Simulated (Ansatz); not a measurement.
# Al7C6N7: the cost of one run

Method: DFT PBE, scalar-relativistic, plane waves, PAW, in Ansatz 0.2.0.

### Step 1. Starting point

The cell holds 20 atoms (C6Al7N7): a = 5.907 Å, b = 6.145 Å, c = 6.089 Å, α = 87.13°, β = 94.69°, γ = 86.17°.

It is the last frame of an earlier stage of the same melt, run at 4000 K.

Its coordinates follow in the input file.

### Step 2. The last frame at 4000 K on a finer mesh

The electrons keep the Fermi-Dirac width of that temperature.

input.yaml

```yaml
crystal:
  lattice:
    - [5.8984, 0.204643, -0.247932]
    - [0.204643, 6.139471, 0.157323]
    - [-0.247932, 0.157323, 6.081896]
  atoms:
    - { symbol: C, position: [0.2234051077, 0.4802121285, 0.1427218397] }
    - { symbol: C, position: [0.7145652571, 0.4706115548, 0.4951320001] }
    - { symbol: C, position: [0.409480946, 0.8932979048, 0.9252046264] }
    - { symbol: C, position: [0.2813757089, 0.183197508, 0.5580901832] }
    - { symbol: C, position: [0.0339588035, 0.7512199333, 0.4405682563] }
    - { symbol: C, position: [0.8190588391, 0.9646573776, 0.7447630562] }
    - { symbol: Al, position: [0.3094132708, 0.8056735702, 0.2085032017] }
    - { symbol: Al, position: [0.4207472128, 0.6052601431, 0.8296023013] }
    - { symbol: Al, position: [0.5361367948, 0.2017320643, 0.8164139363] }
    - { symbol: Al, position: [0.8606954415, 0.1468952557, 0.3156787552] }
    - { symbol: Al, position: [0.8709818892, 0.6107319218, 0.1301753854] }
    - { symbol: Al, position: [0.5033199521, 0.3744763482, 0.2291077466] }
    - { symbol: Al, position: [0.1304591575, 0.9571645561, 0.7321740772] }
    - { symbol: "N", position: [0.8650203304, 0.8487381248, 0.2946921481] }
    - { symbol: "N", position: [0.9053909224, 0.7605364508, 0.789217888] }
    - { symbol: "N", position: [0.2292195179, 0.6832085867, 0.5330032288] }
    - { symbol: "N", position: [0.2180976415, 0.299503853, 0.0338734495] }
    - { symbol: "N", position: [0.4003577979, 0.0838161795, 0.4136506253] }
    - { symbol: "N", position: [0.6753807771, 0.4701359717, 0.6952954131] }
    - { symbol: "N", position: [0.7153962756, 0.319649539, 0.059211007] }
basis:
  ecutwfc: 420
kpoints:
  mp_grid: { grid: [4, 4, 4] }
hamiltonian:
  xc: pbe
scf:
  occupations: { method: fermi_dirac, width: 0.3447 }
output:
  forces: true
  stress: true
  eigenvalues: true
  populations: true
```

On the command line:

```bash
> ansatz run input.yaml --threads 2 --pin off --max-ram 5120MiB --backend cpu --events-out ev --progress --plain --runs-dir out
```

What time and memory should one allow on 2 threads of Arm Neoverse V2, shared host?

About 30 s, with a peak of 0.68 GiB.
